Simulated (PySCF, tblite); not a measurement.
# C₅H₁₆BNSi: geometry, infrared bands and NMR shifts

What infrared bands and NMR shifts should C₅H₁₆BNSi (`C=CC[B@@H-]([NH3+])C[SiH2]C`) show?

Programs: tblite 0.8.0 and PySCF 2.14.0, with density-fitted response routines of our own. Each step states its level of theory. These are calculated values for one molecule in the gas phase, unless marked as measured. Atoms count from 0, in the outputs and in this text.

**1. The molecule as given**

24 atoms, charge 0, multiplicity 1; geometry from: force field or distance geometry start.

Bonds of the start (Å): C0–C1 1.33, C1–C2 1.50, C2–B3 1.62, B3–N4 1.53, B3–C5 1.59, C5–Si6 1.85, Si6–C7 1.87, C0–H8 1.08, C0–H9 1.10, C1–H10 1.07, C2–H11 1.10, C2–H12 1.13, B3–H13 1.17, N4–H14 1.05, N4–H15 1.02, N4–H16 1.03, C5–H17 1.12, C5–H18 1.10, Si6–H19 1.48, Si6–H20 1.46, C7–H21 1.11, C7–H22 1.12, C7–H23 1.12.

**2. Optimising the geometry with GFN2-xTB**

The job: settings as JSON, then the geometry in Å.

```
{"job": {"kind": "relax", "xc": "GFN2-xTB", "basis": "xTB"}, "charge": 0, "multiplicity": 1}
C      3.721100     0.245600    -0.180900
C      2.631800     0.997000    -0.295400
C      1.564700     0.771300     0.735400
B      0.261200     0.346700    -0.125500
N      0.758300    -0.815200    -0.987600
C     -0.930200    -0.161600     0.801800
Si    -2.337300    -0.894000    -0.145800
C     -3.775200     0.296100    -0.304100
H      4.576500     0.292400    -0.841300
H      3.772600    -0.489900     0.637200
H      2.491100     1.740100    -1.059100
H      1.827200     0.025100     1.501900
H      1.375700     1.783300     1.204400
H     -0.058900     1.298100    -0.733000
H      1.523700    -1.279200    -0.435200
H      0.043500    -1.511100    -1.204100
H      1.200400    -0.435400    -1.837800
H     -0.572800    -0.935500     1.532100
H     -1.307200     0.685600     1.399000
H     -2.748500    -2.151800     0.521800
H     -1.989600    -1.268100    -1.515300
H     -3.500800     1.024000    -1.094700
H     -3.886000     0.782500     0.697100
H     -4.653200    -0.326200    -0.596300
```

Launch:

```console
> OMP_NUM_THREADS=1 python probes_run.py task.json out
```

The driver reads the jobs from task.json and runs them one after another.

**Question.** This job is followed by: GFN2-xTB harmonic vibrations, gas phase; GIAO PBE0/pcSseg-1 NMR shielding, non-relativistic, gas phase. What will the session give for the following? strongest single infrared mode (GFN2-xTB); zero-point energy (GFN2-xTB); ¹³C shifts against TMS (PBE0/pcSseg-1); ¹H shifts against TMS (PBE0/pcSseg-1, means over atoms taken as alike); ¹¹B shifts against BF3·OEt2 (PBE0/pcSseg-1); ¹⁵N shifts against NH3 (PBE0/pcSseg-1); ²⁹Si shifts against TMS (PBE0/pcSseg-1).

The runs gave:

| quantity | value |
| --- | --- |
| strongest single infrared mode (GFN2-xTB) | 2035 cm⁻¹, 464 km/mol |
| zero-point energy (GFN2-xTB) | 126.1 kcal/mol |
| ¹³C shifts against TMS (PBE0/pcSseg-1) | 162.3, 108.6, 40.1, 3.6, -7.4 ppm |
| ¹H shifts against TMS (PBE0/pcSseg-1, means over atoms taken as alike) | 6.80, 4.92, 4.52, 4.40, 3.99, 3.11, 2.03, 1.76, 0.79, 0.11, -0.01, -0.94 ppm |
| ¹¹B shifts against BF3·OEt2 (PBE0/pcSseg-1) | -21.3 ppm |
| ¹⁵N shifts against NH3 (PBE0/pcSseg-1) | 49.4 ppm |
| ²⁹Si shifts against TMS (PBE0/pcSseg-1) | -44.3 ppm |

**Reading.** Relaxing lowered the energy by 0.827 eV in 199 steps; the close pair that moved most is B3–N4, from 1.530 to 1.637 Å. All 66 modes are real, so the xTB geometry is a minimum. The strongest single mode, at 2035 cm⁻¹, moves mainly H20. Unscaled tight-binding wavenumbers are off by several per cent, some by more. Its intensities can rank the bands wrongly. At PBE0/pcSseg-1: The widest tensor belongs to C1: span 265 ppm, with a paramagnetic part of -235 ppm.
